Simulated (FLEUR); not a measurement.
# AgRh: density of states with RPBE

The system is AgRh.

```xyz
2
Lattice="2.7776 0.0000 0.0000 -1.3888 2.4055 0.0000 0.0000 0.0000 4.8086" Properties=species:S:1:pos:R:3 pbc="T T T"
Ag    0.0000    0.0000    2.4043
Rh    1.3888    0.8018    0.0000
```

The cell comes from a database or a generator and needn't be the stable form of this composition.

```json
{
  "Program": "FLEUR MaX-R8.1 (later development tree)",
  "Task": "density of states",
  "Functional": "RPBE",
  "Potentials or basis": "all-electron",
  "Basis": "FLAPW",
  "Kmax": "4.1 1/bohr",
  "k mesh": "11 × 11 × 6",
  "Occupations": "fermi-dirac, width 0.05 eV",
  "Spin": "no spin polarisation",
  "Gmax": "12.7 1/bohr",
  "Muffin-tin radii": "Ag 2.41, Rh 2.41 bohr",
  "lmax": "Ag 10, Rh 10",
  "lnonsphr": "Ag 10, Rh 10",
  "Local orbitals a species": "Ag 5, Rh 5",
  "Max iterations": "60",
  "Mixing factor": "0.05",
  "Mixer": "Anderson",
  "Mixer history": "15",
  "Density convergence": "1e-05 me/bohr^3"
}
```

```
Band gap on the k mesh                                : none (metal or under the smearing width)
Valence electrons inside the program's atomic spheres : Ag 17.58; Rh 15.40 (radii Ag 2.41, Rh 2.41 bohr)
```

Levels at points of the mesh, in eV from the Fermi level:
```tsv
k point	band 16	band 17	band 18	band 19	band 20	band 21
(0.00, 0.00, 0.00)	-1.76	-1.76	0.14	0.14	0.20	5.41
(0.00, 0.00, 0.50)	-2.44	-1.57	-1.57	0.10	0.10	11.57
```

States per cell in windows of 1 eV (zero at the Fermi level; states under -8 eV left out):
```
from (eV)  total  MT:1d  MT:2d   INT  MT:1s  MT:1p  MT:2s
     -8.0   0.01   0.00   0.00  0.00   0.00   0.00   0.00
     -7.0   0.19   0.03   0.00  0.09   0.05   0.00   0.02
     -6.0   2.58   1.67   0.14  0.54   0.11   0.03   0.07
     -5.0   4.26   2.83   0.46  0.72   0.08   0.05   0.07
     -4.0   4.06   2.63   0.75  0.50   0.05   0.05   0.04
     -3.0   2.70   0.92   1.27  0.37   0.02   0.05   0.02
     -2.0   3.00   0.53   1.86  0.44   0.02   0.06   0.04
     -1.0   3.15   0.34   2.37  0.31   0.02   0.03   0.03
      0.0   1.28   0.08   0.99  0.13   0.02   0.02   0.01
      1.0   0.81   0.06   0.41  0.18   0.04   0.06   0.02
```

Core levels (eV from the Fermi level):
```tsv
atom	levels
1 Ag	1s1/2 -25313.3, 2s1/2 -3722.8, 2p1/2 -3458.0, 2p3/2 -3282.8, 3s1/2 -679.6, 3p1/2 -574.5, 3p3/2 -543.5, 3d3/2 -357.9, 3d5/2 -351.7
2 Rh	1s1/2 -23023.0, 2s1/2 -3332.9, 2p1/2 -3084.3, 2p3/2 -2939.8, 3s1/2 -591.9, 3p1/2 -494.8, 3p3/2 -469.9, 3d3/2 -298.4, 3d5/2 -293.5
```

Wall time 98 s on 1 thread of Arm Neoverse V2 (shared host), peak memory 0.08 GiB.
